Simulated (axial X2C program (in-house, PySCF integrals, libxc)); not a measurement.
# RuS⁻: properties at the nuclei

Wanted for RuS⁻: properties at the nuclei, at the two-component level.

Program: an in-house X2C program for linear molecules on PySCF integrals. Level of theory: two-component X2C with atomic mean-field terms, Ru dyall-acv3z, S dyall-av3z. These are calculated values, not measurements.

**1. The job**

The input, task.json:

```json
{"zs": [44, 16], "q": -1, "bas": ["dyall-acv3z", "dyall-av3z"], "r0": 2.08, "levels": ["PBE0", "HF", "TPSSh", "PBE50", "r2SCAN"], "nst": 3}
```

Keys: zs atomic numbers; q charge; bas basis sets; r0 starting distance in Å; levels methods (HF also brings MP2); nst determinants followed.

Run with:

```
python soeom.py task.json out
```

Nuclei are Gaussian, cores are contracted, and the Gaunt term is on.

**2. Expectation values, lowest determinant**

R = 2.109 Å. State: Ω = 7/2 (excess of +ω over −ω: ω = -1/2, ω = 3/2, ω = 5/2).

Output of the PBE0 run:

```text
two-component X2C + atomic mean field  PBE0
basis functions 221  fitting functions 1050  grid points 5079
iter        total energy     max residual
   1      -4921.843886579     1.03e+01
   2      -4927.306690817     6.43e-02
   3      -4922.650821633     2.97e-01
   4      -4927.326220567     7.28e-02
   5      -4927.395826912     2.70e-02
   6      -4927.424735674     1.86e-02
   7      -4927.433994686     4.44e-03
   8      -4927.434563635     2.10e-03
   9      -4927.434730918     5.92e-04
  10      -4927.434748870     1.87e-04
  11      -4927.434752889     9.81e-05
  12      -4927.434755000     6.87e-05
  13      -4927.434756545     3.02e-05
  14      -4927.434757230     1.28e-05
  15      -4927.434757327     8.91e-06
  16      -4927.434757343     1.69e-06
  17      -4927.434757344     5.36e-07
converged
one-electron -7157.81070067  Coulomb 2216.26413423  exact exchange -39.38849239  xc functional -120.84411982  nuclear repulsion 176.64331744  atomic mean-field constant -2.29889615
```

The highest occupied spinor is 43% Ru s, 32% Ru d, 18% S p.

```tsv
level	Eeff magnitude (GV/cm)	Ws magnitude Ru (kHz)	A∥/gI Ru (MHz)	qzz Ru (a.u.)	A∥/gI S (MHz)	qzz S (a.u.)
PBE0	1.43	0.124	220	1.25	-19.5	0.59
HF	8.25	1.05	168	0.62	-23.2	0.30
TPSSh	0.349	0.0286	247	1.12	-16.5	0.52
PBE50	1.86	0.182	194	1.14	-16.7	0.76
r2SCAN	0.13	0.101	273	1.14	-12.6	0.58
```

Eeff is the effective electric field on the electron dipole moment in this Ω state and Ws the scalar–pseudoscalar constant (defined with the proton number Z and per Ω); A∥ is the parallel hyperfine constant, which follows by multiplying with the nuclear g factor gI = μI/(I μN); qzz is the electric field gradient, eQq0 = 234.96 MHz × Q/barn × qzz. The operators were transformed with the bare-nucleus X2C matrices.

**3. Expectation values, a higher determinant**

R = 2.109 Å. State: Ω = 1/2 (excess of +ω over −ω: ω = 1/2), 0.22 eV above the lowest in the PBE0 search for states (made at or near this distance, with looser thresholds).

Output of the PBE0 run:

```text
two-component X2C + atomic mean field  PBE0
basis functions 221  fitting functions 1050  grid points 5079
iter        total energy     max residual
   1      -4921.836694867     1.03e+01
   2      -4927.298773228     6.42e-02
   3      -4923.016432307     2.99e-01
   4      -4927.362134810     4.99e-02
   5      -4927.366815936     4.06e-02
   6      -4927.416482112     1.86e-02
   7      -4927.425887554     4.86e-03
   8      -4927.426577746     2.14e-03
   9      -4927.426739499     5.87e-04
  10      -4927.426756879     1.68e-04
  11      -4927.426760536     8.11e-05
  12      -4927.426762475     6.23e-05
  13      -4927.426763800     2.84e-05
  14      -4927.426764412     1.29e-05
  15      -4927.426764515     8.93e-06
  16      -4927.426764538     4.57e-06
  17      -4927.426764541     2.90e-06
  18      -4927.426764541     1.40e-06
converged
one-electron -7157.74540988  Coulomb 2216.20468279  exact exchange -39.38794511  xc functional -120.84251364  nuclear repulsion 176.64331744  atomic mean-field constant -2.29889615
```

The highest occupied spinor is 43% Ru s, 32% Ru d, 18% S p.

```tsv
level	Eeff magnitude (GV/cm)	Ws magnitude Ru (kHz)	A∥/gI Ru (MHz)	qzz Ru (a.u.)	A∥/gI S (MHz)	qzz S (a.u.)
PBE0	1.49	0.861	2230	1.14	114	0.59
HF	8.17	7.21	2630	0.52	77	0.30
TPSSh	0.449	0.173	2030	1.02	116	0.52
PBE50	1.86	1.21	2400	1.02	71.7	0.75
r2SCAN	0.0341	0.676	1870	1.01	101	0.57
```

**4. Expectation values, a higher determinant**

R = 2.109 Å. State: Ω = 9/2 (excess of +ω over −ω: ω = 1/2, ω = 3/2, ω = 5/2), 0.36 eV above the lowest in the PBE0 search for states (made at or near this distance, with looser thresholds).

Output of the PBE0 run:

```text
two-component X2C + atomic mean field  PBE0
basis functions 221  fitting functions 1050  grid points 5079
iter        total energy     max residual
   1      -4922.020028466     1.05e+01
   2      -4927.284788860     6.49e-02
   3      -4924.204871472     2.51e-01
   4      -4927.323980600     7.02e-02
   5      -4927.388159767     2.41e-02
   6      -4927.412868188     1.42e-02
   7      -4927.420372435     4.50e-03
   8      -4927.421258018     1.92e-03
   9      -4927.421723138     1.32e-03
  10      -4927.422057267     8.22e-04
  11      -4927.422546136     6.13e-04
  12      -4927.422955404     4.49e-04
  13      -4927.422992664     4.41e-04
  14      -4927.423075008     6.25e-04
  15      -4927.423092669     2.16e-04
  16      -4927.423094004     8.58e-05
  17      -4927.423095511     8.20e-05
  18      -4927.423095884     6.12e-06
  19      -4927.423095891     3.39e-06
  20      -4927.423095892     2.67e-06
converged
one-electron -7156.11148414  Coulomb 2214.59723444  exact exchange -39.40310662  xc functional -120.85016087  nuclear repulsion 176.64331744  atomic mean-field constant -2.29889615
```

The highest occupied spinor is 37% Ru p, 33% Ru s, 15% S p.

```tsv
level	Eeff magnitude (GV/cm)	Ws magnitude Ru (kHz)	A∥/gI Ru (MHz)	qzz Ru (a.u.)	A∥/gI S (MHz)	qzz S (a.u.)
PBE0	0.454	0.176	583	-0.96	-5.37	-0.41
HF	0.413	0.176	445	-1.01	-2.68	-0.48
TPSSh	0.469	0.179	597	-0.96	-1.32	-0.38
PBE50	0.668	0.204	549	-1.04	-5.03	-0.44
r2SCAN	0.773	0.214	623	-1.13	6.55	-0.42
```

**5. What came out**

```
                                        quantity                                                       value
                              lowest determinant  Ω = 7/2 (excess of +ω over −ω: ω = -1/2, ω = 3/2, ω = 5/2)
                    Eeff magnitude (GV/cm), PBE0                                                        1.43
                     Ws magnitude Ru (kHz), PBE0                                                       0.124
                            A∥/gI Ru (MHz), PBE0                                                         220
                             qzz Ru (a.u.), PBE0                                                        1.25
                              higher determinant                     Ω = 1/2 (excess of +ω over −ω: ω = 1/2)
Eeff magnitude (GV/cm), PBE0, higher determinant                                                        1.49
 Ws magnitude Ru (kHz), PBE0, higher determinant                                                       0.861
        A∥/gI Ru (MHz), PBE0, higher determinant                                                        2230
         qzz Ru (a.u.), PBE0, higher determinant                                                        1.14
                              higher determinant   Ω = 9/2 (excess of +ω over −ω: ω = 1/2, ω = 3/2, ω = 5/2)
Eeff magnitude (GV/cm), PBE0, higher determinant                                                       0.454
 Ws magnitude Ru (kHz), PBE0, higher determinant                                                       0.176
        A∥/gI Ru (MHz), PBE0, higher determinant                                                         583
         qzz Ru (a.u.), PBE0, higher determinant                                                       -0.96
```

In words: In the first state, the effective field runs from 0.13 to 8.25 GV/cm over the mean-field levels, so the levels don't agree on it. The expectation values come from single determinants, which for open shells can mix terms of unlike spin or miss the lowest Ω, so a determinant need not be a state. Eeff is the effective electric field on the electron dipole moment in this Ω state and Ws the scalar–pseudoscalar constant (defined with the proton number Z and per Ω); A∥ is the parallel hyperfine constant, which follows by multiplying with the nuclear g factor gI = μI/(I μN); qzz is the electric field gradient, eQq0 = 234.96 MHz × Q/barn × qzz. The operators were transformed with the bare-nucleus X2C matrices.
